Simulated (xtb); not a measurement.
# One shape, several levels: C3H8Al− (SMILES C1[CH2][AlH2-][CH2]1)

Wanted: a comparison of 3 runs (GFN-FF, GFN2-xTB, GFN1-xTB) of C3H8Al−. 

The results are computed with xtb 6.7.1.

2 further runs of the same task are left out: 2 set aside as unsound or not needed.

## (1) The molecule

The species is C3H8Al− (12 atoms), meant as a singlet with charge -1. SMILES: `C1[CH2][AlH2-][CH2]1`. The shape comes from GFN2-xTB, which is rough for such elements, and wasn't checked as a minimum.

Bond lengths: C1–C2 1.557 Å, C2–Al3 2.050 Å, C1–C4 1.557 Å, Al3–C4 2.050 Å, C1–H5 1.097 Å, C1–H6 1.097 Å, C2–H7 1.102 Å, C2–H8 1.102 Å, Al3–H9 1.615 Å, Al3–H10 1.614 Å, C4–H11 1.102 Å, C4–H12 1.102 Å. Some angles: C1–C2–Al3 87.9°, C2–C1–C4 108.2°, C2–Al3–C4 75.9°, C1–C4–Al3 87.9°, C1–C2–H7 109.5°, C1–C2–H8 109.4°, Al3–C2–H7 122.6°, Al3–C2–H8 120.9°, C2–C1–H5 110.5°, C2–C1–H6 110.6°.

## (2) Energy and forces at GFN-FF (run 1)

.CHRG

```
-1
```

.UHF

```
0
```

start.xyz

```xyz
12
C3H8Al
C     -0.89019000     0.13073000    -0.54878000
C      0.38618000     1.01597000    -0.65478000
Al     1.25056000    -0.18998000     0.76008000
C     -0.62647000    -0.97695000     0.51311000
H     -1.12798000    -0.31755000    -1.52097000
H     -1.75920000     0.73743000    -0.26612000
H      0.72916000     1.04368000    -1.70169000
H      0.12579000     2.06206000    -0.42463000
H      1.58707000     0.48254000     2.18915000
H      2.49878000    -1.10199000     0.29535000
H     -0.78181000    -1.96796000     0.05578000
H     -1.39189000    -0.91797000     1.30350000
```

On the command line:

```console
$ xtb start.xyz --grad --gfnff | tee run.log
```

Standard output:

```text
* xtb version 6.7.1
[...]
         ::                     SUMMARY                     ::
         :::::::::::::::::::::::::::::::::::::::::::::::::::::
         :: total energy              -2.497085138619 Eh    ::
         :: gradient norm              0.031551398068 Eh/a0 ::
         ::.................................................::
         :: bond energy               -1.493860866344 Eh    ::
         :: angle energy               0.006734618432 Eh    ::
         :: torsion energy             0.008294681207 Eh    ::
         :: repulsion energy           0.076992379535 Eh    ::
         :: electrostat energy        -1.089151490842 Eh    ::
         :: dispersion energy         -0.006071005613 Eh    ::
         :: HB energy                  0.000000000000 Eh    ::
         :: XB energy                  0.000000000000 Eh    ::
         :: bonded atm energy         -0.000023454995 Eh    ::
         :: external energy            0.000000000000 Eh    ::
         :: add. restraining           0.000000000000 Eh    ::
         :: total charge              -1.000000000000 e     ::
[...]
molecular dipole:
                 x           y           z       tot (Debye)
 q only:       -0.341       0.052      -0.207       1.022
           -------------------------------------------------
          | TOTAL ENERGY               -2.497085138619 Eh   |
          | GRADIENT NORM               0.031551398068 Eh/α |
           -------------------------------------------------
########################################################################
[WARNING] Runtime exception occurred
-1- gfnff_setup: Could not read topology file.
########################################################################
[...]
```

Standard error:

```text
normal termination of xtb
```

It took 0.035 s on 1 thread of Intel Xeon Platinum 8259CL at 2.50GHz (Skylake/Cascade Lake), shared host.

## (3) Energy and gradient at GFN2-xTB (run 2)

start.xyz

```xyz
12

C     -0.89019     0.13073    -0.54878
C      0.38618     1.01597    -0.65478
Al     1.25056    -0.18998     0.76008
C     -0.62647    -0.97695     0.51311
H     -1.12798    -0.31755    -1.52097
H     -1.75920     0.73743    -0.26612
H      0.72916     1.04368    -1.70169
H      0.12579     2.06206    -0.42463
H      1.58707     0.48254     2.18915
H      2.49878    -1.10199     0.29535
H     -0.78181    -1.96796     0.05578
H     -1.39189    -0.91797     1.30350
```

On the command line:

```console
$ xtb start.xyz --gfn 2 --grad --json -c -1 -u 0 -P 1 > start.out 2> xtb.err
```

Standard output:

```text
* xtb version 6.7.1
[...]
          :  # basis functions                  30          :
[...]
          :  # electrons                        24          :
[...]
          :  Hamiltonian                  GFN2-xTB          :
[...]
          :  net charge                         -1          :
          :  unpaired electrons                  0          :
[...]
   *** convergence criteria satisfied after 12 iterations ***
[...]
         ::                     SUMMARY                     ::
         :::::::::::::::::::::::::::::::::::::::::::::::::::::
         :: total energy             -11.742404813300 Eh    ::
         :: gradient norm              0.000413165972 Eh/a0 ::
         :: HOMO-LUMO gap              5.673820609036 eV    ::
         ::.................................................::
         :: SCC energy               -11.879588509817 Eh    ::
         :: -> isotropic ES            0.131367268922 Eh    ::
         :: -> anisotropic ES          0.017978912924 Eh    ::
         :: -> anisotropic XC          0.005161185355 Eh    ::
         :: -> dispersion             -0.008657553310 Eh    ::
         :: repulsion energy           0.137183696517 Eh    ::
         :: add. restraining           0.000000000000 Eh    ::
         :: total charge              -1.000000000000 e     ::
         :::::::::::::::::::::::::::::::::::::::::::::::::::::
[...]
        12        2.0000           -0.1630338              -4.4364 (HOMO)
        13                          0.0454753               1.2374 (LUMO)
[...]
     #   Z          covCN         q      C6AA      α(0)
     1   6 C        4.182    -0.026    20.944     6.500
     2   6 C        3.646    -0.172    24.236     7.074
     3  13 Al       3.765     0.252    96.005    19.966
     4   6 C        3.646    -0.172    24.236     7.074
     5   1 H        0.924    -0.042     3.903     3.090
     6   1 H        0.924    -0.043     3.917     3.095
     7   1 H        0.923    -0.048     4.049     3.147
     8   1 H        0.923    -0.047     4.024     3.137
     9   1 H        0.860    -0.303    23.314     7.564
    10   1 H        0.861    -0.303    23.261     7.555
    11   1 H        0.923    -0.048     4.039     3.143
    12   1 H        0.923    -0.048     4.033     3.141
[...]
          | TOTAL ENERGY              -11.742404813300 Eh   |
          | GRADIENT NORM               0.000413165972 Eh/α |
          | HOMO-LUMO GAP               5.673820609036 eV   |
           -------------------------------------------------
[...]
```

Standard error:

```text
normal termination of xtb
```

It took 0.047 s on 1 thread of Intel Xeon Platinum 8259CL at 2.50GHz (Skylake/Cascade Lake), shared host.

## (4) Energy and forces at GFN1-xTB (run 3)

struc.tmol

```
$coord
     -1.682215298881      0.247043896272     -1.037043902672  c
      0.729774434808      1.919905050836     -1.237354871882  c
      2.363215902412     -0.359010169156      1.436343032806  al
     -1.183856725294     -1.846167937453      0.969637371807  c
     -2.131573274055     -0.600082530875     -2.874216743772  h
     -3.324406198442      1.393540736083     -0.502893916285  h
      1.377912701032      1.972269361749     -3.215728049014  h
      0.237708649217      3.896728652546     -0.802434404300  h
      2.999127640610      0.911868444177      4.136893945725  h
      4.722009845692     -2.082459292076      0.558130610908  h
     -1.477406781494     -3.718905424219      0.105408923232  h
     -2.630290895605     -1.734711890623      2.463258003450  h
$end
```

On the command line:

```console
$ xtb struc.tmol --gfn 1 --json --grad -c -1 -P 1 > out.txt 2> xtb.err
```

Standard output:

```text
* xtb version 6.7.1
[...]
          :  # basis functions                  38          :
[...]
          :  # electrons                        24          :
[...]
          :  Hamiltonian                  GFN1-xTB          :
[...]
          :  net charge                         -1          :
          :  unpaired electrons                  0          :
[...]
   *** convergence criteria satisfied after 8 iterations ***
[...]
         ::                     SUMMARY                     ::
         :::::::::::::::::::::::::::::::::::::::::::::::::::::
         :: total energy             -12.117724703222 Eh    ::
         :: gradient norm              0.011021046502 Eh/a0 ::
         :: HOMO-LUMO gap              6.555644221333 eV    ::
         ::.................................................::
         :: SCC energy               -12.241545153992 Eh    ::
         :: -> electrostatic           0.109192087673 Eh    ::
         :: repulsion energy           0.127386167788 Eh    ::
         :: dispersion energy         -0.003565717018 Eh    ::
         :: halogen bond corr.         0.000000000000 Eh    ::
         :: add. restraining           0.000000000000 Eh    ::
         :: total charge              -1.000000000000 e     ::
         :::::::::::::::::::::::::::::::::::::::::::::::::::::
[...]
        12        2.0000           -0.1864882              -5.0746 (HOMO)
        13                          0.0544273               1.4810 (LUMO)
[...]
     #   Z sym  total        # sym  WBO       # sym  WBO       # sym  WBO
 ---------------------------------------------------------------------------
     1   6 c    3.995 --     2 c    0.988     4 c    0.987     6 h    0.980
                             5 h    0.980
     2   6 c    3.821 --     1 c    0.988     7 h    0.955     8 h    0.954
                             3 al   0.781
     3  13 al   3.418 --    10 h    0.828     9 h    0.828     4 c    0.781
                             2 c    0.781
     4   6 c    3.821 --     1 c    0.987    12 h    0.955    11 h    0.955
                             3 al   0.781
     5   1 h    1.015 --     1 c    0.980
     6   1 h    1.015 --     1 c    0.980
     7   1 h    1.009 --     2 c    0.955
     8   1 h    1.009 --     2 c    0.954
     9   1 h    0.953 --     3 al   0.828
[...]
          | TOTAL ENERGY              -12.117724703222 Eh   |
          | GRADIENT NORM               0.011021046502 Eh/α |
          | HOMO-LUMO GAP               6.555644221333 eV   |
           -------------------------------------------------
[...]
```

Standard error:

```text
normal termination of xtb
```

It took 0.051 s on 1 thread of Intel Xeon Platinum 8259CL at 2.50GHz (Skylake/Cascade Lake), shared host.

## (5) The series

```csv
run,level,energy (Eh),dispersion energy (kJ/mol),largest force (eV/Å),wall time
1,GFN-FF,-2.497085,-15.94,0.925,0.035 s
2,GFN2-xTB,-11.742405,-22.73,0.014,0.047 s
3,GFN1-xTB,-12.117725,-9.36,0.317,0.051 s
```

## (6) Summary of results

| quantity | value |
| --- | --- |
| run 3: total energy | -12.11772 Eh |
| run 3: HOMO energy | -5.07 eV |
| run 3: LUMO energy | 1.48 eV |
| run 3: HOMO–LUMO gap | 6.56 eV |
| run 3: dispersion energy | -9.36 kJ/mol |
| run 3: largest force on an atom | 0.317 eV/Å |

What this shows: Force-field and semi-empirical energies have zeros of their own, so their totals don't compare. All runs together took 0.13 s, the longest 0.051 s.
